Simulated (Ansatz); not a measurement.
This was printed by a script on Ansatz 0.2.0, Python API, for a projected density of states of WC, space group Fm-3m. What did the script look like? Level of theory: PBEsol, PAW, cutoff 558 eV, 11×11×11 k-points, cold smearing of 0.1 eV.

```yaml
crystal:
  lattice:
    - [0.00000, 2.19268, 2.19268]
    - [2.19268, 0.00000, 2.19268]
    - [2.19268, 2.19268, 0.00000]
  atoms:
    - { symbol: W, position: [0.00000, 0.00000, 0.00000] }
    - { symbol: C, position: [0.50000, 0.50000, 0.50000] }
```

```console
$ python wc.py
states by shell in windows of E - E_F (eV): [(-6, -3), (-3, 0), (0, 4)]
W 5S        0.002    0.001    0.001
W 6S        0.008    0.023    0.143
W 5P        0.037    0.007    0.005
W 5D        1.575    1.449    3.674
C 2S        0.027    0.036    0.123
C 2P        1.346    0.552    0.991
centre of W 5D: -3.24 eV
centre of C 2P: -4.08 eV
```

One script that gives this output:

Script `wc.py`:
```python
# -*- coding: utf-8 -*-
'''Which atoms and shells make the states of WC.'''

import ansatz
import numpy as np


def main():
    lattice = ansatz.Lattice.of(
        [0.0, 2.192684, 2.192684],
        [2.192684, 0.0, 2.192684],
        [2.192684, 2.192684, 0.0],
    )
    sites = [
        ('W', [0.0, 0.0, 0.0]),
        ('C', [0.5, 0.5, 0.5]),
    ]
    crystal = ansatz.Crystal(lattice=lattice)
    for symbol, position in sites:
        crystal = crystal.atom(symbol, position)

    model = (
        crystal.calculation()
        .functional('pbesol')
        .basis(41 * ansatz.Ry)
        .kpoints(11, 11, 11, center='gamma')
        .occupations('cold', width=0.1)
        .scf(extra_bands=10)
        .density_of_states(projected=True, energy_step=0.05)
    )
    result = model.run(threads=1, backend='cpu')
    rep = result.report

    dos = result.density_of_states()
    energy = np.asarray(dos.energies_ev) - dos.fermi_ev
    curves = {}
    for site in result.projected_density_of_states().sites:
        for shell in site.shells:
            weight = sum(np.sum(curve.g_bin_mean_per_ev, axis=0) for curve in shell.curves)
            name = f'{site.species} {shell.label}'
            curves[name] = curves.get(name, 0) + weight

    step = energy[1] - energy[0]
    windows = [(-6, -3), (-3, 0), (0, 4)]
    print('states by shell in windows of E - E_F (eV):', windows)
    for name, g in curves.items():
        print(f'{name:8s}', ' '.join(f'{step * g[(energy >= a) & (energy < b)].sum():8.3f}' for a, b in windows))
    filled = (energy < 0) & (energy > -6)
    for name, g in curves.items():
        if g[filled].sum() * step > 0.5:
            print(f'centre of {name}: {np.average(energy[filled], weights=g[filled]):.2f} eV')


if __name__ == '__main__':
    main()
```

Reading the output:
- For a metal this k-point mesh is coarse: on a finer one energies can move by several to tens of meV an atom and pressures by half a GPa or more, differences at one mesh by less.
- Spin-orbit coupling, which matters for elements this heavy, is left out.
- This cell is a computed structure, which may not be the phase found in nature.
- Curves are summed over the cell's atoms. Only shells that the potentials hold have channels, so projections don't add up to the total, least of all where a shell is missing (p of most metals); heights and places of peaks move with the mesh.
- The density of states is complete only as far up as bands were computed.
- A band centre counts only the states inside the window taken.
- It ran for 2 s on 1 thread of Arm Neoverse V2 (shared host), peak memory 0.36 GiB.
